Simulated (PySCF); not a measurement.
# [Tl(NH3)]3+: other functionals and bases at one geometry

An exercise on one series of results from a longer session: the logs are not shown, and one member is left open.

Computed with PySCF 2.14.0. Level: several levels, as the steps say, no spin–orbit coupling.

1 further run of the same task is left out (for a known fault of the program).

**The starting structure**

5 atoms, charge 3, spin multiplicity 1.

Bond lengths: Tl1–N2 2.475 Å, N2–H3 1.064 Å, N2–H4 1.064 Å, N2–H5 1.064 Å. Angles: Tl1–N2–H3 103.3°, Tl1–N2–H4 103.3°, Tl1–N2–H5 103.3°, H3–N2–H4 114.9°, H3–N2–H5 114.9°, H4–N2–H5 114.9°.

Geometry (Å):

```
Tl    0.00000    0.00000   -0.23675
N     0.00000    0.00000    2.23828
H     1.03584    0.00004    2.48240
H    -0.51796    0.89705    2.48240
H    -0.51789   -0.89709    2.48240
```

Formal oxidation states: Tl +3. An earlier session relaxed this geometry at PBE0, Tl def2-SVP with ECP60, N def2-SVP, H def2-SVP (singlet, point group C3v).

At PBE0 on the finer grid: E = -227.325055 Eh, HOMO -31.20 eV, LUMO -26.43 eV, Mulliken charge on Tl1 +1.84 e, largest force component 0.003 eV/Å. 

Levels to run: TPSS; r2SCAN; PBE0, TZVP. Hardware: 2 threads of Arm Neoverse V2, shared host.

The first run:

File run.py (the lines that set the calculation):

```python
mol = gto.M(atom='''
Tl     0.00000     0.00000    -0.23675
N      0.00000     0.00000     2.23828
H      1.03584     0.00004     2.48240
H     -0.51796     0.89705     2.48240
H     -0.51789    -0.89709     2.48240''',
    basis={'Tl': 'def2-SVP', 'N': 'def2-SVP', 'H': 'def2-SVP'},
    ecp={'Tl': 'def2-SVP'},
    charge=3, spin=0)
mf = dft.RKS(mol, xc='TPSS')
mf.grids.atom_grid = (75, 302)
mf = mf.density_fit()  # fitting sets: Tl def2-universal-JKFIT, N def2-universal-JKFIT, H def2-universal-JKFIT
mf.conv_tol = 1e-08; mf.max_cycle = 55
mf.kernel(dm0)  # dm0: the density of the relaxed state
```

Started as:

```bash
> OMP_NUM_THREADS=2 python run.py
```

Steps of the session up to this table: TPSS; r2SCAN; PBE0, TZVP.

One table of the session follows, with a row left open; its other results are not shown here.

```
              level  HOMO (eV)  gap (eV)  charge on Tl1 (e)  dipole (D)  largest force component (eV/Å)
PBE0 (relaxed here)     -31.20      4.77               1.84       10.76                            0.00
               TPSS          ?         ?                  ?           ?                               ?
             r2SCAN     -30.53      3.24               1.84       10.89                            0.17
         PBE0, TZVP     -31.14      4.78               1.85       10.95                            0.29
```

**Question.** Estimate the row for TPSS.

As computed: HOMO (eV): -30.34; gap (eV): 3.08; charge on Tl1 (e): 1.83; dipole (D): 10.98; largest force component (eV/Å): 0.38. In the column «HOMO (eV)» it is the highest.

The dipole of a charged species depends on the origin, so these sizes hold for this origin alone.

In one basis the HOMO–LUMO gap runs from 3.08 eV (TPSS) to 4.77 eV (PBE0). The largest leftover force, 0.38 eV/Å with TPSS, stands at a geometry relaxed at another level. Total energies of different levels can't be compared.
